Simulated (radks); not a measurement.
**Excited configurations of Ta**

An exercise on one series of results from a longer session: the logs are not shown, and one member is left open.

The numbers are computed with radks (a radial shooting solver on a logarithmic mesh, Libxc functionals) version 1 (scalar-relativistic Kohn-Sham, BLYP, spin-polarised, spherical densities, point nucleus; open shells are filled with parallel spins first), except any that are marked as measured or tabulated.

4 further runs of the same task are left out: 4 that didn't finish.

**What is computed**

- element: tantalum (Z = 73)
- charge: 0
- electrons: 73
- configuration: [Xe] 4f14 5d3 6s2

Outer shells as boxes (Hund's rule):

Ta
```
[Xe] core
4f [↑↓][↑↓][↑↓][↑↓][↑↓][↑↓][↑↓]
5d [↑ ][↑ ][↑ ][  ][  ]
6s [↑↓]
```

Set-up of the first run:

Settings of this run:

```text
Z 73
configuration [Xe] 4f14 5d3 6s2
relativity scalar-relativistic
functional b88,lyp
spin polarised
nucleus point
c 137.035999084
```

Among the steps run: Ground configuration: [Xe] 4f14 5d3 6s2.

One of the session's tables, all rows but one given; the rest of the session is left out.

Sizes of the orbitals, from the radial functions (bohr):

| level | <r> | outermost maximum (interpolated) | 90 % within | nodes |
| --- | --- | --- | --- | --- |
| 5p up | 1.299 | 1.13 | 1.91 | 3 |
| 5p down | ? | ? | ? | ? |
| 4f up | 0.6418 | 0.441 | 1.08 | 0 |
| 4f down | 0.6378 | 0.441 | 1.07 | 0 |
| 6s up | 3.248 | 2.72 | 4.83 | 5 |
| 6s down | 3.409 | 2.81 | 5.12 | 5 |
| 5d up | 2.221 | 1.59 | 3.61 | 2 |
| 5d down | 2.370 | 1.59 | 3.97 | 2 |

Q: Estimate the row for 5p down from the others.

The run gave: <r>: 1.292; outermost maximum (interpolated): 1.12; 90 % within: 1.90; nodes: 3. In the column «<r>» it lies between 4f up (0.6418) and 5p up (1.299).

Caveats from the session: Open shells are spherical and high-spin; term and fine-structure splittings are not resolved.
